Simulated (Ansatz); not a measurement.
# Sn5H: the cost of one run

Computed with Ansatz 0.2.0 (DFT PBE, scalar-relativistic, plane waves, PAW, unless a step's input says otherwise).

## Step 1: The starting structure

The structure is cubic, space group F-43m (No. 216). Conventional cell: a = 8.473 Å, b = 8.473 Å, c = 8.473 Å, α = 90.00°, β = 90.00°, γ = 90.00°. Sn (site symmetry 3m) has 9 Sn at 2.97 to 3.51 Å and 3 H at 3.52 Å in its first shell of neighbours. Sn (site symmetry -43m) is surrounded by 12 Sn at 3.51 Å and 4 H at 3.67 Å. H (site symmetry -43m) has 16 Sn at 3.52 to 3.67 Å in its first shell of neighbours.

Structure file:

```
Sn H
1.0
     0.00000    4.23643    4.23643
     4.23643    0.00000    4.23643
     4.23643    4.23643    0.00000
Sn H
5 1
Cartesian
  7.4223 5.2870 5.2870
  7.4223 7.4223 7.4223
  2.1182 2.1182 2.1182
  5.2870 5.2870 7.4223
  5.2870 7.4223 5.2870
  4.2364 4.2364 4.2364
```

Recipe of the guess: species swapped into a database cell of HfNi5 (F-43m, No. 216), with H on the Hf sites and Sn on the Ni sites. Its size is a rough estimate.

## Step 2: Probe: one point on a coarse mesh

input.yaml

```yaml
crystal:
  lattice:
    - [0.0, 4.23643011, 4.23643011]
    - [4.23643011, 0.0, 4.23643011]
    - [4.23643011, 4.23643011, 0.0]
  atoms:
    - { symbol: Sn, position: [0.37197143, 0.87600952, 0.87600952] }
    - { symbol: Sn, position: [0.87600952, 0.87600952, 0.87600952] }
    - { symbol: Sn, position: [0.25, 0.25, 0.25] }
    - { symbol: Sn, position: [0.87600952, 0.87600952, 0.37197143] }
    - { symbol: Sn, position: [0.87600952, 0.37197143, 0.87600952] }
    - { symbol: H, position: [0.5, 0.5, 0.5] }
basis:
  ecutwfc: 420
kpoints:
  mp_grid: { grid: [4, 4, 4] }
hamiltonian:
  xc: pbe
scf:
  occupations: { method: gaussian, width: 0.1 }
  lower_state_search: "off"
output:
  forces: true
  stress: true
  eigenvalues: true
```

The run is started by

```
> ansatz run input.yaml --threads 1 --pin off --max-ram 2560MiB --backend cpu --events-out ev --progress --plain --runs-dir out
```

**Question.** How long does this run take on 1 thread of AMD EPYC (Zen 3), shared host, and how much memory does it need?

About 9.2 s, with a peak of 0.38 GiB.
